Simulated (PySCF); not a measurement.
**BHBr (SMILES [BH]Br) at UBLYP/3-21G**

What is the vertical doublet–quartet gap of BHBr at UBLYP/3-21G? 

Program for the calculation: PySCF 2.14.0.

### 1 The molecule

The species is BHBr (3 atoms), meant as a doublet with charge 0. SMILES: `[BH]Br`. The shape is that of a PBE0-D4/def2-TZVP optimisation.

Bond lengths: B1–Br2 1.868 Å, B1–H3 1.193 Å. Angles: Br2–B1–H3 123.6°.

### 2 The energy at UBLYP/3-21G

The input, run.py:

```python
from pyscf import gto, dft

mol = gto.M(
    atom=[
    ('B', (-0.094500, -0.523000, -0.115700)),
    ('Br', (1.181000, 0.563200, 0.709800)),
    ('H', (-1.097400, -0.105000, -0.607300)),
],
    max_memory=1860,
    verbose=4,
    basis='3-21g',
    spin=1,
)

calc0 = dft.UKS(mol, xc='blyp')
calc0.grids.level = 4
calc0.conv_tol = 1e-10
calc0.kernel()
if not calc0.converged:
    calc0 = calc0.newton().run(calc0.mo_coeff, calc0.mo_occ)

e_tot = calc0.e_tot
print('E(%s) = %.9f' % ('BLYP', e_tot))
```

Started as:

```console
$ OMP_NUM_THREADS=1 python run.py
```

The program printed:

```text
PySCF version 2.14.0

[INPUT] num. atoms = 3
[INPUT] num. electrons = 41
[INPUT] charge = 0
[INPUT] spin (= nelec alpha-beta = 2S) = 1
[INPUT] symmetry False subgroup None
[INPUT] Mole.unit = angstrom
[INPUT] Symbol           X                Y                Z      unit          X                Y                Z       unit  Magmom
[INPUT]  1 B     -0.094500000000  -0.523000000000  -0.115700000000 AA   -0.178579118771  -0.988326763148  -0.218641312612 Bohr   0.0
[INPUT]  2 Br     1.181000000000   0.563200000000   0.709800000000 AA    2.231766553111   1.064293753355   1.341327603216 Bohr   0.0
[INPUT]  3 H     -1.097400000000  -0.105000000000  -0.607300000000 AA   -2.073785449098  -0.198421243079  -1.147630675448 Bohr   0.0

nuclear repulsion = 58.6237283812187
number of shells = 17
number of NR pGTOs = 72
number of NR cGTOs = 33
basis = 3-21g
ecp = {}

[... 36 lines left out ...]
WARN: HOMO -0.172518226779737 >= LUMO -0.172518226779734
[... 38 lines left out ...]
converged SCF energy = -2587.00484014909  <S^2> = 0.75164254  2S+1 = 2.0016419
E(BLYP) = -2587.004840149
```

Wall time 3.3 s (1 thread of Arm Neoverse V1, shared host); peak memory 0.21 GiB.

### 3 The quartet at the same level

The input, geometry.xyz:

```xyz
3

B     -0.094500    -0.523000    -0.115700
Br     1.181000     0.563200     0.709800
H     -1.097400    -0.105000    -0.607300
```

The input, input.py:

```python
from pyscf import gto, dft

mol = gto.M(
    atom='geometry.xyz',
    basis='3-21g',
    verbose=3,
    max_memory=1860,
    spin=3,
)

mf = dft.UKS(mol, xc='blyp')
mf.grids.level = 4
mf.conv_tol = 1e-10
mf.kernel()
if not mf.converged:
    mf = mf.newton().run(mf.mo_coeff, mf.mo_occ)

energy = mf.e_tot
print('Final energy', energy)
```

Started as:

```console
$ OMP_NUM_THREADS=1 python input.py
```

The program printed:

```text
WARN: HOMO -0.124054611226305 >= LUMO -0.335803080331387

WARN: HOMO -0.0276277917604504 >= LUMO -0.241927295356901

WARN: HOMO -0.082800065137103 >= LUMO -0.290572363185542

WARN: HOMO -0.0958720074682271 >= LUMO -0.301637985361772

WARN: HOMO -0.0928548337311799 >= LUMO -0.298482576688849

WARN: HOMO -0.0929801098363965 >= LUMO -0.298774933828449

WARN: HOMO -0.0928759099026562 >= LUMO -0.298797595018583

WARN: HOMO -0.0928526739713771 >= LUMO -0.298821947339023

WARN: HOMO -0.0928492089333197 >= LUMO -0.298821186344518

WARN: HOMO -0.0928479806396434 >= LUMO -0.298822580610315

WARN: HOMO -0.0928476391080744 >= LUMO -0.298822806875551

WARN: HOMO -0.0928475685233803 >= LUMO -0.298822841366171

converged SCF energy = -2586.81527066307  <S^2> = 3.7511336  2S+1 = 4.0005668
Final energy -2586.8152706630726
```

Run time: 3.9 s. Hardware: 1 thread of Arm Neoverse V1, shared host; peak memory 0.21 GiB.

### 4 Results

At UBLYP/3-21G:

| quantity | value |
| --- | --- |
| doublet: total energy | -2587.00484 Eh |
| doublet: dipole moment | 0.76 D |
| doublet: HOMO energy (highest over α and β) | -4.33 eV |
| doublet: LUMO energy (lowest over α and β) | -2.70 eV |
| doublet: ⟨S²⟩ | 0.752 |
| quartet: total energy | -2586.81527 Eh |
| quartet: dipole moment | 2.89 D |
| quartet: HOMO energy (highest over α and β) | -2.53 eV |
| quartet: ⟨S²⟩ | 3.751 |
| vertical energy of the quartet above the doublet | 5.158 eV |

In words: At this shape the quartet lies 5.16 eV (119 kcal/mol) above the doublet. Mulliken charges (doublet) run from -0.09 on B1 to +0.05 on H3. Mulliken charges (quartet) run from -0.42 on B1 to +0.30 on Br2.
